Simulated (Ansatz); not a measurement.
# Si: the cost of one run

Computed with Ansatz 0.2.0 (DFT r2SCAN, scalar-relativistic, plane waves, PAW, unless a step's input says otherwise).

### 1 The starting structure

The structure is cubic, space group Fd-3m (No. 227). Conventional cell: a = 5.444 Å, b = 5.444 Å, c = 5.444 Å, α = 90.00°, β = 90.00°, γ = 90.00°. Si (site symmetry -43m) has 4 Si at 2.36 Å as nearest neighbours.

Structure file:

```
CELL_PARAMETERS angstrom
0.00000 2.72185 2.72185
2.72185 0.00000 2.72185
2.72185 2.72185 0.00000
ATOMIC_POSITIONS crystal
Si 0.75000 0.75000 0.75000
Si 0.50000 0.50000 0.50000
```

Source of the structure: the Materials Project (structure only).

(A quick probe on a coarse mesh, which set the mesh and smearing, is not shown.)

### 3 The relaxation

input.yaml reads:

```yaml
crystal:
  lattice:
    - [0.0, 2.72185119, 2.72185119]
    - [2.72185119, 0.0, 2.72185119]
    - [2.72185119, 2.72185119, 0.0]
  atoms:
    - { symbol: Si, position: [0.75, 0.75, 0.75] }
    - { symbol: Si, position: [0.5, 0.5, 0.5] }
basis:
  ecutwfc: 500
kpoints:
  mp_grid: { grid: [8, 8, 8] }
hamiltonian:
  xc: r2scan
scf:
  occupations: { method: gaussian, width: 0.02 }
output:
  forces: true
  stress: true
  eigenvalues: true
relax:
  adjacent_minimum: "off"
  f_tol: 0.005
  max_steps: 80
  cell: { stress_tol: 0.05 }
```

Command:

```console
ansatz run input.yaml --threads 8 --pin off --max-ram 20480MiB --backend cpu --events-out ev --progress --plain --runs-dir out
```

What time and memory should one allow on 8 threads of Intel Xeon 6975P-C (Granite Rapids), shared host?

About 1.1 s, with a peak of 0.45 GiB.
